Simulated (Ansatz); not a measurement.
# Cu, relaxed

Aim: in Cu, a borrowed structure type, volume estimated, relax cell and atoms, then read levels, charges and fields where it ends.

This is Cu in the hcp structure; at room conditions it is fcc.

Method: DFT, LDA, spin-orbit coupling, plane waves, PAW, in Ansatz 0.2.0.

**1. The system as given**

The structure is hexagonal, space group P6_3/mmc (No. 194). The conventional cell has a = 2.847 Å, b = 2.847 Å, c = 4.523 Å, α = 90.00°, β = 90.00°, γ = 120.00°. Cu (site symmetry -6m2) is surrounded by 12 Cu at 2.80 to 2.85 Å.

As a file:

```xyz
2
Lattice="1.4236 2.4658 0.0000 -1.4236 2.4658 0.0000 0.0000 0.0000 4.5228" Properties=species:S:1:pos:R:3 pbc="T T T"
Cu    0.0000    1.6439    1.1307
Cu    0.0000    3.2877    3.3921
```

It starts from an earlier solution of the starting cell (checkpoint.read).

**2. The relaxation**

Input file input.yaml:

```yaml
crystal:
  lattice:
    - [1.423626, 2.465789, 0.0]
    - [-1.423626, 2.465789, 0.0]
    - [0.0, 0.0, 4.522789]
  atoms:
    - { symbol: Cu, position: [0.33333, 0.33334, 0.25], spin: 1, spin_axis: [0.0, 0.0, 1.0] }
    - { symbol: Cu, position: [0.66666, 0.66667, 0.75], spin: 1, spin_axis: [0.0, 0.0, 1.0] }
kpoints:
  mp_grid: { grid: [9, 9, 5], shift: [0, 0, 0] }
magnetization:
  noncollinear: true
  spin_orbit: true
scf:
  occupations: { method: gaussian, width: 0.0125 }
  lower_state_search: "off"
hamiltonian:
  pseudopotentials: { kind: paw_fr }
  xc: lda
basis:
  ecutwfc: 420
  fft_grid_basis: typed
relax:
  max_steps: 40
  cell: { p_target: 0.0 }
output:
  forces: true
  stress: true
  eigenvalues: true
  bader: true
  populations: true
  elf: true
  write_potential: true
  volumetric_format: npy
  dos:
    e_range: [-12, 8]
    de: 0.05
    projected: { site_lists: { Cu: [Cu] } }
    method: { smearing: { sigma: 0.1, scheme: gaussian } }
checkpoint:
  read: saved_state
```

Run with:

```
$ ansatz run input.yaml --threads 2 --pin off --max-ram 3584MiB --backend cpu --events-out ev --progress --plain --runs-dir out
```

Q: Predict the outcome of this session. Wanted: moves; energy gained; largest move; cell; volume; pressure at the end; character; moments.

As calculated:

```
                                                 quantity                                                                      value
                                                    moves                                                                          6
                                            energy gained                                                             637.1 meV/atom
                                             largest move                                                                     0.00 Å
                     space group (0.01 Å), before / after                                                        P6_3/mmc / P6_3/mmc
                                                     cell  a = 2.478 Å, b = 2.478 Å, c = 4.096 Å, α = 90.00°, β = 90.00°, γ = 60.00°
                                                   volume                                                    10.89 Å³/atom (-31.4 %)
                                      pressure at the end                                                                  -0.04 GPa
                                                character                                                                      metal
density of states, mean within 0.25 eV of the Fermi level                                                       0.18 per eV per cell
                                                  moments                                                                       none
```

**Reading.** The volume shrank by 31.4 %, and the atoms end where they began within the cell; the energy fell by 637.1 meV per atom. The run held to 12 symmetry operations, so a lower structure without them is not ruled out. It is a metal; within 0.25 eV of the Fermi level the density of states averages 0.18 per eV per cell. The state carries no moments.

Limits of this run: the k mesh is coarse for a cell without a gap.
